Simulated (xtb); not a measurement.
# A workflow on CH3BOS (SMILES OB1CS1)

Wanted: an optimisation with harmonic vibrations (singlet CH3BOS, GFN2-xTB), then an optimisation with harmonic vibrations (singlet CH2BOS−, GFN2-xTB), then an optimisation with harmonic vibrations (singlet CH2BOS−, GFN2-xTB) of CH3BOS and its partners. 

The results are computed with xtb 6.7.1.

### 1 The structure to begin with

The species is CH3BOS (7 atoms), meant as a singlet with charge 0. SMILES: `OB1CS1`. Geometry: relaxed at GFN2-xTB. This is one conformer, not always the lowest. The run starts from this shape.

Bond lengths: O1–B2 1.323 Å, B2–C3 1.540 Å, B2–S4 1.751 Å, C3–S4 1.869 Å, O1–H5 0.957 Å, C3–H6 1.083 Å, C3–H7 1.083 Å. Some angles: O1–B2–C3 150.3°, O1–B2–S4 140.8°, C3–B2–S4 68.9°, B2–C3–S4 60.9°, B2–S4–C3 50.2°, B2–O1–H5 119.2°, B2–C3–H6 122.8°, B2–C3–H7 122.8°, S4–C3–H6 112.4°, S4–C3–H7 112.4°.

### 2 An optimisation with harmonic vibrations at GFN2-xTB (ALPB water) (run 1)

Contents of input.xyz:

```xyz
7
CH3BOS
O     -1.34992     0.67812    -1.00968
B     -0.44339    -0.07259    -0.40496
C      0.73057    -0.22005     0.58121
S      0.10715    -1.73294    -0.32253
H     -1.38642     1.61471    -0.81437
H      0.59044    -0.29273     1.65249
H      1.75158     0.02548     0.31785
```

On the command line:

```sh
$ xtb input.xyz --gfn 2 --alpb water --ohess > input.out 2> xtb.err
```

Output:

```text
* xtb version 6.7.1
[...]
      * Solvation model:               ALPB
        Solvent                        water
[...]
        Solvent mass                       1.8000E+01 g/mol
[...]
          :  # basis functions                  25          :
[...]
          :  # electrons                        22          :
[...]
          :  Hamiltonian                  GFN2-xTB          :
[...]
          :  net charge                          0          :
          :  unpaired electrons                  0          :
[...]
   *** convergence criteria satisfied after 13 iterations ***
[...]
   *** GEOMETRY OPTIMIZATION CONVERGED AFTER 7 ITERATIONS ***
[...]
   *** convergence criteria satisfied after 3 iterations ***
[...]
         ::                     SUMMARY                     ::
         :::::::::::::::::::::::::::::::::::::::::::::::::::::
         :: total energy             -12.243021014268 Eh    ::
         :: total w/o Gsasa/hb       -12.237632190534 Eh    ::
         :: gradient norm              0.000525616395 Eh/a0 ::
         :: HOMO-LUMO gap              4.635402830866 eV    ::
         ::.................................................::
         :: SCC energy               -12.347709528792 Eh    ::
         :: -> isotropic ES            0.068580130565 Eh    ::
         :: -> anisotropic ES         -0.001014880282 Eh    ::
         :: -> anisotropic XC          0.003686436949 Eh    ::
         :: -> dispersion             -0.003077902563 Eh    ::
         :: -> Gsolv                  -0.014322920647 Eh    ::
         ::    -> Gelec               -0.008934096913 Eh    ::
         ::    -> Gsasa                0.002698333610 Eh    ::
         ::    -> Ghb                 -0.009167917041 Eh    ::
         ::    -> Gshift               0.001080759698 Eh    ::
[...]
        11        2.0000           -0.3698996             -10.0655 (HOMO)
        12                         -0.1995516              -5.4301 (LUMO)
[...]
     #   Z          covCN         q      C6AA      α(0)
     1   8 O        1.594    -0.465    22.181     6.356
     2   5 B        2.592     0.413    16.126     6.827
     3   6 C        3.716    -0.117    22.874     6.833
     4  16 S        1.863    -0.365   157.067    21.094
     5   1 H        0.805     0.423     0.444     1.046
     6   1 H        0.925     0.055     2.256     2.349
     7   1 H        0.925     0.055     2.257     2.349
[...]
          | TOTAL ENERGY              -12.243021013342 Eh   |
          | TOTAL ENTHALPY            -12.193640005799 Eh   |
          | TOTAL FREE ENERGY         -12.226255566402 Eh   |
          | GRADIENT NORM               0.000525434264 Eh/α |
[...]
```

Standard error:

```text
normal termination of xtb
```

Run time: 0.078 s. Hardware: 1 thread of AMD EPYC 9R45 (Zen 5), shared host.

### 3 CH2BOS−: an optimisation with harmonic vibrations at GFN2-xTB (ALPB water) (run 2)

Contents of start.xyz:

```xyz
6

O     -1.34992000     0.67812000    -1.00968000
B     -0.44339000    -0.07259000    -0.40496000
C      0.73057000    -0.22005000     0.58121000
S      0.10715000    -1.73294000    -0.32253000
H     -1.38642000     1.61471000    -0.81437000
H      0.59044000    -0.29273000     1.65249000
```

On the command line:

```sh
$ xtb start.xyz --chrg -1 --ohess --gfn 2 --alpb water > xtb.out 2> xtb.err
```

Output:

```text
* xtb version 6.7.1
[...]
      * Solvation model:               ALPB
        Solvent                        water
[...]
        Solvent mass                       1.8000E+01 g/mol
[...]
          :  # basis functions                  24          :
[...]
          :  # electrons                        22          :
[...]
          :  Hamiltonian                  GFN2-xTB          :
[...]
          :  net charge                         -1          :
          :  unpaired electrons                  0          :
[...]
   *** convergence criteria satisfied after 13 iterations ***
[...]
   *** GEOMETRY OPTIMIZATION CONVERGED AFTER 13 ITERATIONS ***
[...]
   *** convergence criteria satisfied after 3 iterations ***
[...]
         ::                     SUMMARY                     ::
         :::::::::::::::::::::::::::::::::::::::::::::::::::::
         :: total energy             -11.959376862910 Eh    ::
         :: total w/o Gsasa/hb       -11.956209677680 Eh    ::
         :: gradient norm              0.000897100591 Eh/a0 ::
         :: HOMO-LUMO gap              3.467208217381 eV    ::
         ::.................................................::
         :: SCC energy               -12.050723618898 Eh    ::
         :: -> isotropic ES            0.216204589725 Eh    ::
         :: -> anisotropic ES         -0.006161783030 Eh    ::
         :: -> anisotropic XC          0.002298442056 Eh    ::
         :: -> dispersion             -0.003303338767 Eh    ::
         :: -> Gsolv                  -0.101604255812 Eh    ::
         ::    -> Gelec               -0.098437070582 Eh    ::
         ::    -> Gsasa                0.002776999669 Eh    ::
         ::    -> Ghb                 -0.007024944597 Eh    ::
         ::    -> Gshift               0.001080759698 Eh    ::
[...]
        11        2.0000           -0.2582909              -7.0285 (HOMO)
        12                         -0.1308734              -3.5612 (LUMO)
[...]
     #   Z          covCN         q      C6AA      α(0)
     1   8 O        1.593    -0.583    24.801     6.721
     2   5 B        2.581     0.370    16.744     6.973
     3   6 C        2.779    -0.249    34.745     9.655
     4  16 S        1.833    -0.797   179.113    22.526
     5   1 H        0.806     0.355     0.575     1.191
     6   1 H        0.926    -0.096     5.410     3.637
[...]
          | TOTAL ENERGY              -11.959376862281 Eh   |
          | TOTAL ENTHALPY            -11.923484435533 Eh   |
          | TOTAL FREE ENERGY         -11.957188981612 Eh   |
          | GRADIENT NORM               0.000897018104 Eh/α |
[...]
```

Standard error:

```text
normal termination of xtb
```

It also wrote vibspectrum:

```text
$vibrational spectrum
#  mode     symmetry     wave number   IR intensity    selection rules
#                         cm**(-1)      (km*mol⁻¹)        IR
     1                      -0.00         0.00000          -
     2                      -0.00         0.00000          -
     3                      -0.00         0.00000          -
     4                       0.00         0.00000          -
     5                       0.00         0.00000          -
     6                       0.00         0.00000          -
     7        a            218.19        30.93353         YES
     8        a            274.98        69.14000         YES
     9        a            345.88        82.24007         YES
    10        a            367.02       128.39113         YES
    11        a            479.43       131.24992         YES
    12        a            574.33        66.15952         YES
    13        a            840.41       198.28087         YES
    14        a            894.65       155.21467         YES
    15        a            949.04       147.70572         YES
    16        a           1581.62       587.70668         YES
    17        a           2993.08       335.05580         YES
    18        a           3577.98        47.78995         YES
$end
```

It also wrote xtbopt.xyz:

```text
6
 energy: -11.959376862910 gnorm: 0.000897100591 xtb: 6.7.1
O           -1.33772251833412        0.69041986994435       -1.09950465922320
B           -0.53688220195103        0.00109529857206       -0.23438322242604
C            0.56283315516732       -0.17906141254429        0.64033504838858
S            0.15728199339701       -1.78396505937823       -0.37809983916312
H           -1.38945455202408        1.63127577246232       -0.92015074710710
H            0.79237288089297       -0.38523585258639        1.67396957813699
```

Run time: 0.078 s. Hardware: 1 thread of AMD EPYC 9R45 (Zen 5), shared host.

### 4 CH2BOS−: an optimisation with harmonic vibrations at GFN2-xTB (ALPB water) (run 3)

Contents of input.xyz:

```xyz
6
CH2BOS
O     -1.349920     0.678120    -1.009680
B     -0.443390    -0.072590    -0.404960
C      0.730570    -0.220050     0.581210
S      0.107150    -1.732940    -0.322530
H      0.590440    -0.292730     1.652490
H      1.751580     0.025480     0.317850
```

On the command line:

```sh
$ xtb input.xyz --alpb water --ohess -c -1 --gfn 2 | tee run.log
```

Output:

```text
* xtb version 6.7.1
[...]
      * Solvation model:               ALPB
        Solvent                        water
[...]
        Solvent mass                       1.8000E+01 g/mol
[...]
          :  # basis functions                  24          :
[...]
          :  # electrons                        22          :
[...]
          :  Hamiltonian                  GFN2-xTB          :
[...]
          :  net charge                         -1          :
          :  unpaired electrons                  0          :
[...]
   *** convergence criteria satisfied after 13 iterations ***
[...]
   *** GEOMETRY OPTIMIZATION CONVERGED AFTER 10 ITERATIONS ***
[...]
   *** convergence criteria satisfied after 3 iterations ***
[...]
         ::                     SUMMARY                     ::
         :::::::::::::::::::::::::::::::::::::::::::::::::::::
         :: total energy             -12.049140360096 Eh    ::
         :: total w/o Gsasa/hb       -12.052543915717 Eh    ::
         :: gradient norm              0.000305242745 Eh/a0 ::
         :: HOMO-LUMO gap              4.465661065111 eV    ::
         ::.................................................::
         :: SCC energy               -12.145892620901 Eh    ::
         :: -> isotropic ES            0.199512576597 Eh    ::
         :: -> anisotropic ES         -0.002475419380 Eh    ::
         :: -> anisotropic XC          0.004148460232 Eh    ::
         :: -> dispersion             -0.003261811600 Eh    ::
         :: -> Gsolv                  -0.086081039768 Eh    ::
         ::    -> Gelec               -0.089484595388 Eh    ::
         ::    -> Gsasa                0.003821940348 Eh    ::
         ::    -> Ghb                 -0.001499144426 Eh    ::
         ::    -> Gshift               0.001080759698 Eh    ::
[...]
        11        2.0000           -0.3169279              -8.6240 (HOMO)
        12                         -0.1528179              -4.1584 (LUMO)
[...]
     #   Z          covCN         q      C6AA      α(0)
     1   8 O        0.789    -0.630    26.918     6.954
     2   5 B        2.552     0.425    16.340     6.938
     3   6 C        3.718    -0.080    22.160     6.724
     4  16 S        1.825    -0.701   173.871    22.194
     5   1 H        0.925    -0.007     3.174     2.786
     6   1 H        0.925    -0.007     3.175     2.786
[...]
          | TOTAL ENERGY              -12.049140360742 Eh   |
          | TOTAL ENTHALPY            -12.011107316953 Eh   |
          | TOTAL FREE ENERGY         -12.044020377559 Eh   |
          | GRADIENT NORM               0.000305348558 Eh/α |
[...]
```

Standard error:

```text
normal termination of xtb
```

It also wrote xtbopt.xyz:

```text
6
 energy: -12.049140360096 gnorm: 0.000305242745 xtb: 6.7.1
O           -1.34942416130912        0.66198717522464       -1.01462239540735
B           -0.46034862989781        0.08852476168826       -0.37996957418086
C            0.70841552564867       -0.24050649997538        0.55722951810975
S            0.18325191039886       -1.81616199033148       -0.27550009328619
H            0.57096265198003       -0.31467950105345        1.63254571818096
H            1.73356709128988        0.00612021648786        0.29469480522442
```

Wall time 0.074 s (1 thread of AMD EPYC 9R45 (Zen 5), shared host).

### 5 Summary of results

| quantity | value |
| --- | --- |
| run 1, GFN2-xTB: total energy at the end | -12.24302 Eh |
| run 1, GFN2-xTB: dipole moment | 5.48 D |
| run 1, GFN2-xTB: HOMO energy | -10.07 eV |
| run 1, GFN2-xTB: LUMO energy | -5.43 eV |
| run 1, GFN2-xTB: HOMO–LUMO gap | 4.64 eV |
| run 1, GFN2-xTB: dispersion energy | -8.08 kJ/mol |
| run 1, GFN2-xTB: solvent term in the energy | -37.6 kJ/mol |
| run 1, GFN2-xTB: mean polarisability (D4 model) | 46.9 bohr³ |
| run 1, GFN2-xTB: lowest harmonic wavenumber | 297 cm⁻¹ |
| run 1, GFN2-xTB: highest harmonic wavenumber | 3477 cm⁻¹ |
| run 1, GFN2-xTB: zero-point energy | 115.4 kJ/mol |
| CH2BOS−, run 2: total energy at the end | -11.95938 Eh |
| CH2BOS−, run 2: HOMO energy | -7.03 eV |
| CH2BOS−, run 2: LUMO energy | -3.56 eV |
| CH2BOS−, run 2: HOMO–LUMO gap | 3.47 eV |
| CH2BOS−, run 2: dispersion energy | -8.67 kJ/mol |
| CH2BOS−, run 2: solvent term in the energy | -266.8 kJ/mol |
| CH2BOS−, run 2: mean polarisability (D4 model) | 50.7 bohr³ |
| CH2BOS−, run 2: lowest harmonic wavenumber | 218 cm⁻¹ |
| CH2BOS−, run 2: highest harmonic wavenumber | 3578 cm⁻¹ |
| CH2BOS−, run 2: zero-point energy | 78.3 kJ/mol |
| CH2BOS−, run 3: total energy at the end | -12.04914 Eh |
| CH2BOS−, run 3: HOMO energy | -8.62 eV |
| CH2BOS−, run 3: LUMO energy | -4.16 eV |
| CH2BOS−, run 3: HOMO–LUMO gap | 4.47 eV |
| CH2BOS−, run 3: dispersion energy | -8.56 kJ/mol |

**Reading.** All 15 modes (run 1, GFN2-xTB) are real, so the shape is a minimum at this level. Mulliken charges (run 1, GFN2-xTB) run from -0.46 on O1 to +0.42 on H5. All 12 modes (CH2BOS−, run 2) are real, so the shape is a minimum at this level. Mulliken charges (CH2BOS−, run 2) run from -0.80 on S4 to +0.37 on B2. All 12 modes (CH2BOS−, run 3) are real, so the shape is a minimum at this level. Mulliken charges (CH2BOS−, run 3) run from -0.70 on S4 to +0.42 on B2.
